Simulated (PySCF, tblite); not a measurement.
**C2H8ClSi2 radical: geometry, infrared bands and EPR parameters**

What infrared bands and EPR parameters should C2H8ClSi2 radical (`[SiH3][CH][C@@H]([SiH3])Cl`) show?

The runs use tblite 0.8.0 and PySCF 2.14.0, with density-fitted response routines of our own; the level of theory stands in each step. All values are computed, except where a source is named. Atoms are numbered from 0 throughout.

**1. The starting structure**

13 atoms, charge 0, multiplicity 2; geometry from: force field or distance geometry start.

Bonds of the start (Å): Si0–C1 1.82, C1–C2 1.49, C2–Si3 1.89, C2–Cl4 1.80, Si0–H5 1.49, Si0–H6 1.48, Si0–H7 1.48, C1–H8 1.08, C2–H9 1.10, Si3–H10 1.49, Si3–H11 1.48, Si3–H12 1.50.

**2. Geometry optimisation with GFN2-xTB**

What the job is given:

```
{"job": {"kind": "relax", "xc": "GFN2-xTB", "basis": "xTB"}, "charge": 0, "multiplicity": 2}
Si     2.012300     0.768600     0.042600
C      0.803100    -0.541000    -0.317700
C     -0.445800    -0.690500     0.485900
Si    -1.995100     0.081300    -0.279100
Cl    -0.775100    -2.445600     0.699100
H      1.391200     1.730300     0.993300
H      2.340800     1.482700    -1.216900
H      3.238300     0.200600     0.641800
H      1.040500    -1.215500    -1.129800
H     -0.332000    -0.295900     1.501500
H     -2.281000    -0.483200    -1.624000
H     -1.811600     1.539600    -0.421900
H     -3.190100    -0.131100     0.607500
```

Started as:

```bash
OMP_NUM_THREADS=1 python probes_run.py task.json out
```

This one command runs all jobs of the session in turn.

**Question.** This job is followed by: GFN2-xTB harmonic vibrations, gas phase; UKS B3LYP, pcH-1 on C Cl H Si, non-relativistic, mean-field spin-orbit, GIAO. Predict these results of the whole session: strongest single infrared mode (GFN2-xTB); zero-point energy (GFN2-xTB); g(iso) (B3LYP); ⟨S²⟩; largest a(iso) (averaged by class); potential on the surface of density 0.002 e/bohr³, 1st and 99th percentile.

As calculated:

| quantity | value |
| --- | --- |
| strongest single infrared mode (GFN2-xTB) | 776 cm⁻¹, 378 km/mol |
| zero-point energy (GFN2-xTB) | 49.7 kcal/mol |
| g(iso) (B3LYP) | 2.00277 |
| ⟨S²⟩ | 0.754 (exact 0.75) |
| largest a(iso) (averaged by class) | 29Si on Si3, -114.2 MHz |
| potential on the surface of density 0.002 e/bohr³, 1st and 99th percentile | -0.69 V and 1.32 V |

**Reading.** Relaxing lowered the energy by 0.196 eV in 68 steps; the close pair that moved most is C1–C2, from 1.493 to 1.435 Å. The lowest mode is imaginary (36i cm⁻¹), so the xTB geometry is not a minimum: the zero-point energy counts the real modes alone, and all values at this geometry belong to a saddle point. The strongest single mode, at 776 cm⁻¹, is spread over several atoms, H5, H6, H12, H11 among them. GFN2-xTB is a fitted tight-binding method: band positions and strengths are rough. Its intensities can rank the bands wrongly. Most of the unpaired spin sits on C1 (0.92 e). The isotropic g lies 0.4 ppt above the free-electron value. These values are for one conformer; the search (at its own cheap level) found 2 more, at 0.01, 0.06 kcal/mol (those within 0.05 may be mirror or relabelled copies), and measured spectra average over such forms.
